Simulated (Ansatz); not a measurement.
**CH₈GeO₃Si: a ladder of functionals and wavefunction methods**

The task here is to estimate one member of a computed series from the others.

Program: Ansatz 0.2.0, Gaussian basis. Level of theory: functionals in def2-TZVPP, the program's frozen cores in correlated methods. These are calculated values, not measurements.

Levels to be run: PBE-D4, r2SCAN-D4, PBE0-D4, B3LYP-D4, ωB97X-V, ωB97M-V, B2PLYP; CCSD(T)/def2-TZVPP; MP2/def2-QZVPP; extrapolation to the limit.

### Structure used throughout

The geometry comes from an earlier relaxation with PBE0-D4 in a triple-zeta def2 set; it is a stationary point, not always the lowest conformer.

SMILES `CO[SiH](O)[GeH2][OH]`, 14 atoms, charge 0, spin multiplicity 1.

Atoms are counted from 1 here; the program's logs count them from 0.

Bond lengths: C1–O2 1.412 Å, C1–H7 1.091 Å, C1–H8 1.094 Å, C1–H9 1.096 Å, O2–Si3 1.636 Å, Si3–O4 1.640 Å, Si3–Ge5 2.382 Å, Si3–H10 1.486 Å, O4–H11 0.965 Å, Ge5–O6 1.809 Å, Ge5–H12 1.543 Å, Ge5–H13 1.545 Å, O6–H14 0.959 Å. Angles: O2–C1–H7 108.3°, O2–C1–H8 110.9°, O2–C1–H9 111.5°, H7–C1–H8 108.8°, H7–C1–H9 108.6°, H8–C1–H9 108.7°, C1–O2–Si3 123.7°, O2–Si3–O4 114.8°, O2–Si3–Ge5 106.2°, O2–Si3–H10 108.4°, O4–Si3–Ge5 102.9°, O4–Si3–H10 106.7°, Ge5–Si3–H10 118.1°, Si3–O4–H11 113.8°, Si3–Ge5–O6 95.0°, Si3–Ge5–H12 117.6°, Si3–Ge5–H13 117.7°, O6–Ge5–H12 108.6° and more.

The first run:

in.yaml

```yaml
crystal:
  periodic: [false, false, false]
  atoms:
    - {symbol: C, position_ang: [-1.373699, 2.191140, 0.683838]}
    - {symbol: O, position_ang: [-0.522600, 1.067263, 0.761880]}
    - {symbol: Si, position_ang: [0.201068, 0.383788, -0.536665]}
    - {symbol: O, position_ang: [-0.819140, -0.374573, -1.572164]}
    - {symbol: Ge, position_ang: [1.529577, -1.404337, 0.307759]}
    - {symbol: O, position_ang: [0.477900, -2.713943, -0.364925]}
    - {symbol: H, position_ang: [-1.487247, 2.605745, 1.686727]}
    - {symbol: H, position_ang: [-2.360085, 1.907471, 0.305163]}
    - {symbol: H, position_ang: [-0.956343, 2.966317, 0.030336]}
    - {symbol: H, position_ang: [0.880673, 1.453358, -1.312321]}
    - {symbol: H, position_ang: [-0.878642, -1.327814, -1.431947]}
    - {symbol: H, position_ang: [1.609080, -1.575064, 1.838954]}
    - {symbol: H, position_ang: [2.951980, -1.576744, -0.269975]}
    - {symbol: H, position_ang: [0.747486, -3.602607, -0.126671]}
basis:
  gaussian: {orbitals: def2-TZVPP}
hamiltonian: {xc: pbe, dispersion: d4}
output: {forces: true, orbitals: {seedname: orbitals}}
```

Launch:

```console
> ansatz run in.yaml --threads 2 --pin off --events-out ev --progress --plain --max-ram 32768MiB --backend cuda --devices 0, --max-vram 18GiB
```

Steps of the session up to this table: PBE-D4 (GGA); r2SCAN-D4 (meta-GGA); PBE0-D4 (hybrid); B3LYP-D4 (hybrid); ωB97X-V (range-separated); ωB97M-V (range-separated); B2PLYP (double hybrid); CCSD(T) in def2-TZVPP; MP2 in def2-QZVPP.

One of the session's tables, all rows but one given; the rest of the session is left out.

| method | atomisation energy (eV) |
| --- | --- |
| PBE-D4 | 52.310 |
| r2SCAN-D4 | 51.880 |
| PBE0-D4 | 51.280 |
| B3LYP-D4 | 51.575 |
| ωB97X-V | ? |
| ωB97M-V | 51.825 |
| B2PLYP | 51.160 |
| HF/def2-TZVPP | 36.746 |
| MP2/def2-TZVPP | 51.533 |
| CCSD/def2-TZVPP | 49.917 |
| CCSD(T)/def2-TZVPP | 50.681 |
| MP2/CBS | 52.958 |
| CCSD(T)/CBS | 52.106 |

Q: Estimate the row for ωB97X-V from the others.

The run gave: atomisation energy (eV): 52.029. In the column «atomisation energy (eV)» it lies between r2SCAN-D4 (51.880) and CCSD(T)/CBS (52.106).
